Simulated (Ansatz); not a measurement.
**Cl3F2HOW: a spread of methods and bases**

How do the results and run time of Cl3F2HOW respond when the settings are drawn wide?

Computed with Ansatz 0.2.0, Gaussian basis. Level: the settings change from run to run.

## 1. The molecule

The structure was relaxed beforehand with PBE0-D4 in a triple-zeta def2 set. W takes a core potential in def2 sets; no spin-orbit term is included.

SMILES `[OH][W]([F])([F])([Cl])([Cl])[Cl]`, 8 atoms, charge 0, spin multiplicity 1.

Atoms are counted from 1 here; the program's logs count them from 0.

Bond lengths: O1–W2 1.848 Å, O1–H8 0.961 Å, W2–F3 1.848 Å, W2–F4 1.848 Å, W2–Cl5 2.283 Å, W2–Cl6 2.328 Å, W2–Cl7 2.273 Å. Angles: W2–O1–H8 133.1°, O1–W2–F3 92.2°, O1–W2–F4 92.2°, O1–W2–Cl5 170.4°, O1–W2–Cl6 83.9°, O1–W2–Cl7 93.4°, F3–W2–F4 174.7°, F3–W2–Cl5 88.1°, F3–W2–Cl6 91.7°, F3–W2–Cl7 88.4°, F4–W2–Cl5 88.1°, F4–W2–Cl6 91.7°, F4–W2–Cl7 88.4°, Cl5–W2–Cl6 86.5°, Cl5–W2–Cl7 96.2°, Cl6–W2–Cl7 177.3°.

Coordinates:

```
O    -0.58269   -1.36441    0.58292
W     0.21918    0.14333   -0.12361
F     0.94823    0.60720    1.51031
F    -0.36955   -0.25666   -1.82943
Cl    0.88143    2.18094   -0.91187
Cl   -1.80286    1.16723    0.40907
Cl    2.15437   -0.94826   -0.60520
H    -1.44811   -1.52937    0.96781
```

## 2. CAM-B3LYP/def2-TZVPD

Options: D3(BJ) dispersion.

The input, in.yaml:

```yaml
crystal:
  periodic: [false, false, false]
  atoms:
    - {symbol: O, position_ang: [-0.582690, -1.364412, 0.582923]}
    - {symbol: W, position_ang: [0.219176, 0.143334, -0.123612]}
    - {symbol: F, position_ang: [0.948232, 0.607205, 1.510314]}
    - {symbol: F, position_ang: [-0.369551, -0.256660, -1.829434]}
    - {symbol: Cl, position_ang: [0.881433, 2.180937, -0.911873]}
    - {symbol: Cl, position_ang: [-1.802859, 1.167229, 0.409070]}
    - {symbol: Cl, position_ang: [2.154372, -0.948261, -0.605205]}
    - {symbol: H, position_ang: [-1.448114, -1.529372, 0.967807]}
basis:
  gaussian: {orbitals: def2-TZVPD}
hamiltonian: {xc: {name: CAM-B3LYP}, dispersion: d3bj}
```

The run is started by

```bash
> ansatz run in.yaml --threads 4 --pin off --events-out ev --progress --plain --max-ram 11315MiB
```

The program printed:

```text
Functional definition: CAM-B3LYP
  name "CAM-B3LYP"
  cite "Yanai, Tew & Handy, Chem. Phys. Lett. 393, 51 (2004) doi:10.1016/j.cplett.2004.06.011"
  cite "Iikura, Tsuneda, Yanai & Hirao, J. Chem. Phys. 115, 3540 (2001) doi:10.1063/1.1383587"
  cite "Becke, Phys. Rev. A 38, 3098 (1988) doi:10.1103/PhysRevA.38.3098"
  cite "Lee, Yang & Parr, Phys. Rev. B 37, 785 (1988) doi:10.1103/PhysRevB.37.785"
  cite "Vosko, Wilk & Nusair, Can. J. Phys. 58, 1200 (1980) doi:10.1139/p80-159"
  parameter alpha = 0.19
  parameter beta = 0.46
  parameter omega = 0.33/bohr
  parameter ac = 0.81
  # Exact exchange under (alpha + beta erf(omega r))/r, Becke's under what is left of 1/r.
  exchange = (1 - alpha - beta)*b88_x + beta*b88_x_sr(omega) + alpha*exact_x + beta*exact_x_lr(omega)
  correlation = (1 - ac)*vwn5_c + ac*lyp_c
1910 factors; their error is unknown
486 factors; integrals over basis functions are off by at most 3.6e-5 eV
mean field evaluation 1: about -46886.5649 eV, gradient 8.8e1 eV
mean field evaluation 2: about -46772.5648 eV, gradient 2.7e2 eV
mean field evaluation 4: about -46899.4632 eV, gradient 2.1e1 eV
mean field evaluation 8: about -46900.1652 eV, gradient 1.1e-1 eV
mean field evaluation 16: about -46900.2523 eV, gradient 9.1e-4 eV
mean field -46900.25229700 eV, -1723.5524817820 hartree, gradient 6.5e-5 eV, S^2 0.000000; 0 other end points of the search recorded, 0 dependent functions left out
reference -46900.25247368 eV, -1723.5524882747 hartree; 46, 46 occupied and 264, 264 virtual orbitals, 1910 factors
Total energy: -46900.55397001 eV, -1723.5635680604 hartree
```

Run time: 9 s. Hardware: 4 threads of Intel Xeon Platinum 8488C, shared host; peak memory 1.2 GiB.

## 3. revPBE0/def2-TZVPD

Options: charge -1, multiplicity 2, restricted open-shell orbitals.

in.yaml, as its differences from that of step 2:

```diff
@@ -13,2 +13,4 @@
   gaussian: {orbitals: def2-TZVPD}
-hamiltonian: {xc: {name: CAM-B3LYP}, dispersion: d3bj}
+total_charge: -1
+magnetization: {spin_polarized: false, initial_magnetization: 1}
+hamiltonian: {xc: {name: revPBE0}}
```

The command is unchanged.

The program printed (excerpt; [...] marks lines left out):

```text
Functional definition: revPBE0
  name "revPBE0"
  cite "Zhang & Yang, Phys. Rev. Lett. 80, 890 (1998) doi:10.1103/PhysRevLett.80.890"
  cite "Adamo & Barone, J. Chem. Phys. 110, 6158 (1999) doi:10.1063/1.478522"
  cite "Perdew, Burke & Ernzerhof, Phys. Rev. Lett. 77, 3865 (1996) doi:10.1103/PhysRevLett.77.3865"
[...]
1969 factors; their error is unknown
[...]
mean field -46895.83833662 eV, -1723.3902717300 hartree, gradient 1.4e-5 eV, S^2 0.750000; 4 other end points of the search recorded, 0 dependent functions left out
reference -46895.83840697 eV, -1723.3902743151 hartree; 47, 46 occupied and 263, 264 virtual orbitals, 1969 factors
Total energy: -46895.83840697 eV, -1723.3902743151 hartree
```

Wall time 55 s (4 threads of Intel Xeon Platinum 8488C, shared host); peak memory 2.6 GiB.

## 4. wB97/x2c-TZVPPall

This run has high accuracy, the search for lower states set to off.

in.yaml, as its differences from that of step 3:

```diff
@@ -12,5 +12,6 @@
 basis:
-  gaussian: {orbitals: def2-TZVPD}
-total_charge: -1
-magnetization: {spin_polarized: false, initial_magnetization: 1}
-hamiltonian: {xc: {name: revPBE0}}
+  gaussian: {orbitals: x2c-TZVPPall}
+hamiltonian: {xc: {name: wB97}}
+accuracy: high
+scf: {lower_state_search: off}
+output: {forces: true}
```

Same command.

The program printed (excerpt; [...] marks lines left out):

```text
Functional definition: wB97
  name "wB97"
  cite "Chai & Head-Gordon, J. Chem. Phys. 128, 084106 (2008) doi:10.1063/1.2834918"
  cite "Becke, J. Chem. Phys. 107, 8554 (1997) doi:10.1063/1.475007"
[...]
  # The coefficients of nought are those of the uniform gas.
[...]
      + integral(e_c_pw_opposite_spin*poly(b97_u_opposite, 1, cos1, cos2, cos3, cos4))
[...]
5429 factors; integrals over basis functions are off by at most 3.7e-8 eV
870 factors; integrals over basis functions are off by at most 1.9e-9 eV
[...]
mean field -484595.79200998 eV, -17808.5668855413 hartree, gradient 1.6e-8 eV, S^2 0.000000; 0 other end points of the search recorded, 0 dependent functions left out
[...]
reference -484595.79200825 eV, -17808.5668854780 hartree; 76, 76 occupied and 254, 254 virtual orbitals, 5429 factors
Total energy: -484595.79200825 eV, -17808.5668854780 hartree
Relativity: scalar
Atom 0 at    -0.582690    -1.364412     0.582923 Å, force     0.032632     0.272596    -0.083038 eV/Å
Atom 1 at     0.219176     0.143334    -0.123612 Å, force     0.036757    -0.260536     0.051561 eV/Å
Atom 2 at     0.948232     0.607205     1.510314 Å, force    -0.052790    -0.028942    -0.171446 eV/Å
Atom 3 at    -0.369551    -0.256660    -1.829434 Å, force     0.075870     0.055662     0.155487 eV/Å
Atom 4 at     0.881433     2.180937    -0.911873 Å, force    -0.072439    -0.122524     0.060430 eV/Å
Atom 5 at    -1.802859     1.167229     0.409070 Å, force     0.065064    -0.039135    -0.015175 eV/Å
Atom 6 at     2.154372    -0.948261    -0.605205 Å, force    -0.152055     0.096683     0.035622 eV/Å
Atom 7 at    -1.448114    -1.529372     0.967807 Å, force     0.066960     0.026195    -0.033441 eV/Å
Dipole moment:    -0.213609    -0.376219     0.181930 e Å
Checks for a lower state left out: stability, starts, cluster_reference, orbital_swaps, neighbouring_geometries, increment
```

Wall time 56 s (4 threads of Intel Xeon Platinum 8488C, shared host); peak memory 2.9 GiB.

Largest force 0.287 eV/Å, dipole 2.25 D.

## 5. BLYP/ANO-RCC-VTZP

Options: atoms shaken by 0.03 Å, D3(BJ) dispersion.

The input, in.yaml:

```yaml
crystal:
  periodic: [false, false, false]
  atoms:
    - {symbol: O, position_ang: [-0.582782, -1.384029, 0.570869]}
    - {symbol: W, position_ang: [0.149351, 0.107299, -0.185507]}
    - {symbol: F, position_ang: [0.933223, 0.624555, 1.506266]}
    - {symbol: F, position_ang: [-0.391938, -0.288063, -1.805163]}
    - {symbol: Cl, position_ang: [0.889393, 2.167298, -0.938298]}
    - {symbol: Cl, position_ang: [-1.808342, 1.174335, 0.400017]}
    - {symbol: Cl, position_ang: [2.167673, -0.964885, -0.588325]}
    - {symbol: H, position_ang: [-1.375011, -1.464793, 0.971175]}
basis:
  gaussian: {orbitals: ANO-RCC-VTZP}
hamiltonian: {xc: {name: BLYP}, dispersion: d3bj}
output: {forces: true}
```

The command is unchanged.

The program printed (excerpt; [...] marks lines left out):

```text
Functional definition: BLYP
  name "BLYP"
  cite "Becke, Phys. Rev. A 38, 3098 (1988) doi:10.1103/PhysRevA.38.3098"
  cite "Lee, Yang & Parr, Phys. Rev. B 37, 785 (1988) doi:10.1103/PhysRevB.37.785"
[...]
2678 factors; their error is unknown
[...]
mean field -484567.14630121 eV, -17807.5141751608 hartree, gradient 5.0e-5 eV, S^2 0.000000; 0 other end points of the search recorded, 0 dependent functions left out
[...]
reference -484567.14674178 eV, -17807.5141913517 hartree; 76, 76 occupied and 234, 234 virtual orbitals, 2678 factors
Total energy: -484567.86093005 eV, -17807.5404372864 hartree
Relativity: scalar
Atom 0 at    -0.582782    -1.384029     0.570869 Å, force     3.449531    -0.934470    -1.547038 eV/Å
Atom 1 at     0.149351     0.107299    -0.185507 Å, force     3.490520     2.396395     4.009201 eV/Å
Atom 2 at     0.933223     0.624555     1.506266 Å, force    -0.356214    -0.248090    -0.556738 eV/Å
Atom 3 at    -0.391938    -0.288063    -1.805163 Å, force    -1.373312    -0.986533    -4.121962 eV/Å
Atom 4 at     0.889393     2.167298    -0.938298 Å, force     0.100731     0.349151    -0.274729 eV/Å
Atom 5 at    -1.808342     1.174335     0.400017 Å, force    -0.781328     0.241900     0.168789 eV/Å
Atom 6 at     2.167673    -0.964885    -0.588325 Å, force    -0.001859    -0.098039    -0.110835 eV/Å
Atom 7 at    -1.375011    -1.464793     0.971175 Å, force    -4.528068    -0.720315     2.433313 eV/Å
Dipole moment:    -0.397033    -0.358517    -0.019501 e Å
```

Run time: 18 s. Hardware: 4 threads of Intel Xeon Platinum 8488C, shared host; peak memory 1.3 GiB.

Largest force 5.831 eV/Å, dipole 2.57 D.

## 6. HF/def2-TZVPD

The input, in.yaml:

```yaml
crystal:
  periodic: [false, false, false]
  atoms:
    - {symbol: O, position_ang: [-0.582690, -1.364412, 0.582923]}
    - {symbol: W, position_ang: [0.219176, 0.143334, -0.123612]}
    - {symbol: F, position_ang: [0.948232, 0.607205, 1.510314]}
    - {symbol: F, position_ang: [-0.369551, -0.256660, -1.829434]}
    - {symbol: Cl, position_ang: [0.881433, 2.180937, -0.911873]}
    - {symbol: Cl, position_ang: [-1.802859, 1.167229, 0.409070]}
    - {symbol: Cl, position_ang: [2.154372, -0.948261, -0.605205]}
    - {symbol: H, position_ang: [-1.448114, -1.529372, 0.967807]}
basis:
  gaussian: {orbitals: def2-TZVPD}
hamiltonian: {xc: {name: HF}}
```

Same command.

The program printed:

```text
Functional definition: HF
  name "HF"
  cite "Fock, Z. Phys. 61, 126 (1930) doi:10.1007/BF01340294"
  parent pbe
  exchange = exact_x
  correlation = 0
2272 factors; their error is unknown
mean field evaluation 1: about -46780.4164 eV, gradient 7.6e1 eV
mean field evaluation 2: about -46771.1226 eV, gradient 1.1e2 eV
mean field evaluation 4: about -46791.2097 eV, gradient 3.0e0 eV
mean field evaluation 8: about -46791.2369 eV, gradient 1.0e-1 eV
mean field -46791.77894466 eV, -1719.5661596093 hartree, gradient 1.6e-5 eV, S^2 0.000000; 0 other end points of the search recorded, 0 dependent functions left out
reference -46791.77894466 eV, -1719.5661596093 hartree; 46, 46 occupied and 264, 264 virtual orbitals, 2272 factors
Total energy: -46791.77894466 eV, -1719.5661596093 hartree
```

Run time: 5.5 s. Hardware: 4 threads of Intel Xeon Platinum 8488C, shared host; peak memory 1.1 GiB.

## 7. PBEsol/def2-mTZVPP

This run has a point charge of -1.00 e beside it, D3(BJ) with three-body dispersion.

in.yaml, as its differences from that of step 6:

```diff
@@ -12,3 +12,4 @@
 basis:
-  gaussian: {orbitals: def2-TZVPD}
-hamiltonian: {xc: {name: HF}}
+  gaussian: {orbitals: def2-mTZVPP, point_charges: [{charge: -1.00, position_ang: [4.691, 0.593, 0.830]}]}
+hamiltonian: {xc: {name: PBEsol}, dispersion: d3bjatm}
+output: {forces: true}
```

Same command.

The program printed (excerpt; [...] marks lines left out):

```text
Functional definition: PBEsol
  name "PBEsol"
  cite "Perdew et al., Phys. Rev. Lett. 100, 136406 (2008) doi:10.1103/PhysRevLett.100.136406"
  cite "Perdew, Burke & Ernzerhof, Phys. Rev. Lett. 77, 3865 (1996) doi:10.1103/PhysRevLett.77.3865"
  parent pbesol
[...]
1641 factors; their error is unknown
[...]
mean field -46799.71331391 eV, -1719.8577423010 hartree, gradient 5.7e-5 eV, S^2 0.000000; 0 other end points of the search recorded, 0 dependent functions left out
[...]
reference -46799.71335528 eV, -1719.8577438216 hartree; 46, 46 occupied and 148, 148 virtual orbitals, 1641 factors
Total energy: -46799.85745186 eV, -1719.8630392730 hartree
Atom 0 at    -0.582690    -1.364412     0.582923 Å, force    -0.042510    -1.081118     0.237417 eV/Å
Atom 1 at     0.219176     0.143334    -0.123612 Å, force     2.056057     0.209030     0.125488 eV/Å
Atom 2 at     0.948232     0.607205     1.510314 Å, force     0.048761     0.189808     0.558604 eV/Å
Atom 3 at    -0.369551    -0.256660    -1.829434 Å, force    -0.577889    -0.225646    -1.182521 eV/Å
Atom 4 at     0.881433     2.180937    -0.911873 Å, force     0.095680     0.465509    -0.191197 eV/Å
Atom 5 at    -1.802859     1.167229     0.409070 Å, force    -0.813671     0.292756     0.196198 eV/Å
Atom 6 at     2.154372    -0.948261    -0.605205 Å, force    -0.024383     0.206164     0.162497 eV/Å
Atom 7 at    -1.448114    -1.529372     0.967807 Å, force    -0.555345     0.073212     0.222867 eV/Å
Dipole moment:     0.464743    -0.405092     0.235270 e Å
```

Wall time 2.4 s (4 threads of Intel Xeon Platinum 8488C, shared host); peak memory 0.34 GiB.

Largest force 2.070 eV/Å, dipole 3.17 D.

## 8. MP2/def2-TZVP

Options: multiplicity 3.

in.yaml, as its differences from that of step 7:

```diff
@@ -12,4 +12,5 @@
 basis:
-  gaussian: {orbitals: def2-mTZVPP, point_charges: [{charge: -1.00, position_ang: [4.691, 0.593, 0.830]}]}
-hamiltonian: {xc: {name: PBEsol}, dispersion: d3bjatm}
-output: {forces: true}
+  gaussian: {orbitals: def2-TZVP}
+magnetization: {spin_polarized: true, initial_magnetization: 2}
+hamiltonian: {xc: {name: HF}}
+correlation: {method: mp2}
```

The command is unchanged.

The program printed (excerpt; [...] marks lines left out):

```text
Functional definition: HF
  name "HF"
  cite "Fock, Z. Phys. 61, 126 (1930) doi:10.1007/BF01340294"
  parent pbe
[...]
1669 factors; integrals over basis functions are off by at most 1.1e-3 eV
[...]
mean field -46789.93413189 eV, -1719.4983639903 hartree, gradient 2.7e-6 eV, S^2 2.022607; 15 other end points of the search recorded, 0 dependent functions left out
18 core orbitals not correlated: weight in the atoms' cores, before any rotation towards them, 1.000 or more for the frozen orbitals, at most 0.000 for the correlated occupied ones
reference -46789.93413189 eV, -1719.4983639903 hartree; 29, 27 occupied and 203, 205 virtual orbitals, 1669 factors
second order -45.94384601 eV of doubles, -0.00000000 eV of singles
Total energy: -46835.87797790 eV, -1721.1867691893 hartree
```

Wall time 78 s (4 threads of Intel Xeon Platinum 8488C, shared host); peak memory 1.1 GiB.

⟨S²⟩ 2.023.

## 9. r2SCAN0/x2c-TZVPPall

Set apart from the defaults: coordinates scaled by 0.96, D4 dispersion.

The input, in.yaml:

```yaml
crystal:
  periodic: [false, false, false]
  atoms:
    - {symbol: O, position_ang: [-0.559382, -1.309836, 0.559606]}
    - {symbol: W, position_ang: [0.210409, 0.137601, -0.118667]}
    - {symbol: F, position_ang: [0.910303, 0.582917, 1.449901]}
    - {symbol: F, position_ang: [-0.354769, -0.246394, -1.756257]}
    - {symbol: Cl, position_ang: [0.846176, 2.093700, -0.875398]}
    - {symbol: Cl, position_ang: [-1.730744, 1.120539, 0.392707]}
    - {symbol: Cl, position_ang: [2.068197, -0.910330, -0.580997]}
    - {symbol: H, position_ang: [-1.390190, -1.468198, 0.929095]}
basis:
  gaussian: {orbitals: x2c-TZVPPall}
hamiltonian: {xc: {name: r2SCAN0}, dispersion: d4}
```

The command is unchanged.

The program printed (excerpt; [...] marks lines left out):

```text
Functional definition: r2SCAN0
  name "r2SCAN0"
  cite "Bursch, Neugebauer, Ehlert & Grimme, J. Chem. Phys. 156, 134105 (2022) doi:10.1063/5.0086040"
  cite "Furness, Kaplan, Ning, Perdew & Sun, J. Phys. Chem. Lett. 11, 8208 (2020) doi:10.1021/acs.jpclett.0c02405"
  cite "Furness, Kaplan, Ning, Perdew & Sun, J. Phys. Chem. Lett. 11, 9248 (2020) doi:10.1021/acs.jpclett.0c03077"
  parent r2scan
[...]
2398 factors; their error is unknown
[...]
mean field -484532.07517223 eV, -17806.2253349428 hartree, gradient 2.4e-5 eV, S^2 0.000000; 0 other end points of the search recorded, 0 dependent functions left out
reference -484532.07519071 eV, -17806.2253356220 hartree; 76, 76 occupied and 254, 254 virtual orbitals, 2398 factors
Total energy: -484532.17296391 eV, -17806.2289287208 hartree
Relativity: scalar
```

It took 14 s on 4 threads of Intel Xeon Platinum 8488C, shared host; peak memory 1.8 GiB.

## 10. All runs side by side

```
               level  charge  multiplicity               geometry  functions  energy (eV)   time
CAM-B3LYP/def2-TZVPD       0             1                relaxed        310   -46900.554    9 s
  revPBE0/def2-TZVPD      -1             2                relaxed        310   -46895.838   55 s
   wB97/x2c-TZVPPall       0             1                relaxed        330  -484595.792   56 s
   BLYP/ANO-RCC-VTZP       0             1                 shaken        310  -484567.861   18 s
       HF/def2-TZVPD       0             1                relaxed        310   -46791.779  5.5 s
  PBEsol/def2-mTZVPP       0             1  relaxed, point charge        194   -46799.857  2.4 s
       MP2/def2-TZVP       0             3                relaxed        250   -46835.878   78 s
r2SCAN0/x2c-TZVPPall       0             1                 scaled        330  -484532.173   14 s
```

## 11. Outcome

```
                                         quantity                      value
                                             runs                          8
                                         quickest  PBEsol/def2-mTZVPP, 2.4 s
                                          slowest        MP2/def2-TZVP, 78 s
spread of total energies, same state and geometry                437804.0 eV
```

What this shows: MP2/def2-TZVP took 33 times as long as PBEsol/def2-mTZVPP. The jobs differ in tasks and options as well as level. The totals spread over 437804 eV; they can't be compared across methods or bases. Some of these runs are scalar-relativistic and others not, which shifts the totals of all-electron atoms past neon by several eV an atom and more; core potentials, where a basis has them, take the core out of the total altogether. At the PBE0-D4/def2-TZVP geometry and in the same state, the sound runs without point charges leave forces up to 0.29 eV/Å (wB97/x2c-TZVPPall), against 5.8 eV/Å where the atoms were moved.
